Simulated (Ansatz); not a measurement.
# AlFH5NOSn: the cost of one run

Method: RKS PBE-D4/def2-SVP, in Ansatz 0.2.0.

**1. Starting point**

Bond lengths: N1–Sn2 2.017 Å, Sn2–F3 1.912 Å, Sn2–O4 2.005 Å, Sn2–Al5 3.033 Å, O4–Al5 1.791 Å, N1–H6 1.107 Å, N1–H7 1.074 Å, Sn2–H8 1.724 Å, Al5–H9 1.632 Å, Al5–H10 1.604 Å. Angles (14 of 20 angles, heavy atoms first): N1–Sn2–F3 108.3°, N1–Sn2–O4 112.6°, N1–Sn2–Al5 93.9°, F3–Sn2–O4 108.0°, F3–Sn2–Al5 88.0°, O4–Sn2–Al5 34.6°, Sn2–O4–Al5 105.9°, Sn2–Al5–O4 39.5°, N1–Sn2–H8 110.2°, F3–Sn2–H8 108.4°, O4–Sn2–H8 109.2°, Al5–Sn2–H8 143.7°, Sn2–N1–H6 106.9°, Sn2–N1–H7 107.8°.

Structure file:

```xyz
10

N    -1.4373   -0.5870    1.1536
Sn    0.0112   -1.2564   -0.0799
F     1.6276   -1.4252    0.9270
O     0.3604   -0.0045   -1.6072
Al    0.9173    1.5284   -0.8677
H    -2.2704   -0.2395    0.5135
H    -1.0970    0.3320    1.5923
H    -0.4074   -2.8084   -0.7025
H    -0.1083    2.6677   -0.3081
H     2.4872    1.7419   -0.6181
```

**2. End point A**

Contents of input.yaml:

```yaml
crystal:
  periodic: [false, false, false]
  atoms:
    - { symbol: "N", position_ang: [-1.4373, -0.587, 1.1536] }
    - { symbol: Sn, position_ang: [0.0112, -1.2564, -0.0799] }
    - { symbol: F, position_ang: [1.6276, -1.4252, 0.927] }
    - { symbol: O, position_ang: [0.3604, -0.0045, -1.6072] }
    - { symbol: Al, position_ang: [0.9173, 1.5284, -0.8677] }
    - { symbol: H, position_ang: [-2.2704, -0.2395, 0.5135] }
    - { symbol: H, position_ang: [-1.097, 0.332, 1.5923] }
    - { symbol: H, position_ang: [-0.4074, -2.8084, -0.7025] }
    - { symbol: H, position_ang: [-0.1083, 2.6677, -0.3081] }
    - { symbol: H, position_ang: [2.4872, 1.7419, -0.6181] }
basis:
  gaussian: { orbitals: def2-SVP }
hamiltonian:
  xc: pbe
  dispersion: d4
relax:
  f_tol: 0.02
  max_steps: 50
output:
  orbitals: {}
```

Command:

```sh
$ ansatz run input.yaml --threads 2 --pin off --max-ram 3072MiB --backend cpu --events-out ev --progress --plain --runs-dir out
```

**Question.** How long does this run take on 2 threads of Intel Xeon 6975P-C (Granite Rapids), shared host, and how much memory does it need?

About 63 s, with a peak of 0.2 GiB.
